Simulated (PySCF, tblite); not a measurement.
**C7H13P: geometry, infrared bands and NMR shifts**

What infrared bands and NMR shifts should C7H13P (`CC=C=PCC(C)C`) show?

The runs use tblite 0.8.0 and PySCF 2.14.0, with density-fitted response routines of our own; the level of theory stands in each step. All values are computed, except where a source is named. Atoms count from 0, in the outputs and in this text.

### 1 The starting structure

21 atoms, charge 0, multiplicity 1; geometry from: force field or distance geometry start.

Bonds of the start (Å): C0–C1 1.50, C1–C2 1.28, C2–P3 1.85, P3–C4 1.90, C4–C5 1.54, C5–C6 1.53, C5–C7 1.53, C0–H8 1.10, C0–H9 1.09, C0–H10 1.09, C1–H11 1.08, C4–H12 1.10, C4–H13 1.09, C5–H14 1.10, C6–H15 1.10, C6–H16 1.09, C6–H17 1.09, C7–H18 1.09, C7–H19 1.10, C7–H20 1.10.

### 2 Relaxing the molecule with GFN2-xTB

What the job is given:

```
{"job": {"kind": "relax", "xc": "GFN2-xTB", "basis": "xTB"}, "charge": 0, "multiplicity": 1}
C      2.873700    -0.483100     1.331300
C      3.008800    -0.616200    -0.154700
C      2.041600    -0.595700    -0.993800
P      0.646800    -0.538000    -2.204700
C     -0.733200    -0.812900    -0.930700
C     -1.149500     0.460900    -0.180600
C     -1.953900     1.427500    -1.056800
C     -1.967800     0.084100     1.056600
H      1.821600    -0.378400     1.630500
H      3.406800     0.400400     1.685400
H      3.274100    -1.362300     1.833000
H      4.018000    -0.749200    -0.527000
H     -1.601400    -1.230300    -1.455800
H     -0.394400    -1.580900    -0.233300
H     -0.256400     1.001000     0.182200
H     -2.268400     2.303000    -0.463400
H     -2.856400     0.945600    -1.440000
H     -1.369700     1.780700    -1.903200
H     -1.398500    -0.562300     1.730500
H     -2.881000    -0.454100     0.772700
H     -2.269600     0.977200     1.622000
```

On the command line:

```
$ OMP_NUM_THREADS=1 python probes_run.py task.json out
```

One launch serves the whole session: the jobs run in the order shown.

**Question.** This job is followed by: GFN2-xTB harmonic vibrations, gas phase; GIAO PBE0/pcSseg-1 NMR shielding, non-relativistic, gas phase. Predict these results of the whole session: strongest single infrared mode (GFN2-xTB); zero-point energy (GFN2-xTB); 13C shifts against TMS (PBE0/pcSseg-1, means over atoms taken as alike); 1H shifts against TMS (PBE0/pcSseg-1, means over atoms taken as alike); 31P shifts against H3PO4 (PBE0/pcSseg-1).

**Answer**, as computed:

```
                                                               quantity                                     value
                              strongest single infrared mode (GFN2-xTB)                      3028 cm⁻¹, 73 km/mol
                                           zero-point energy (GFN2-xTB)                            112.2 kcal/mol
13C shifts against TMS (PBE0/pcSseg-1, means over atoms taken as alike)  267.8, 111.9, 44.7, 37.1, 25.8, 19.8 ppm
 1H shifts against TMS (PBE0/pcSseg-1, means over atoms taken as alike)          6.28, 1.91, 1.75, 1.60, 1.09 ppm
                               31P shifts against H3PO4 (PBE0/pcSseg-1)                                  74.2 ppm
```

What this shows: Relaxing lowered the energy by 1.757 eV in 167 steps; the close pair that moved most is C2–P3, from 1.848 to 1.637 Å. The lowest mode is slightly imaginary (10i cm⁻¹), a soft motion within the noise of the Hessian, so the minimum is not strictly shown. GFN2-xTB is a fitted tight-binding method: band positions and strengths are rough. Its intensities can rank the bands wrongly. The most deshielded hydrogen is H11 (hydrogen on an alkene CH), at 6.28 ppm: a vinylic proton, deshielded by the sp2 carbon and the C=C anisotropy. At PBE0/pcSseg-1: The widest tensor belongs to P3: span 366 ppm, with a paramagnetic part of -725 ppm.
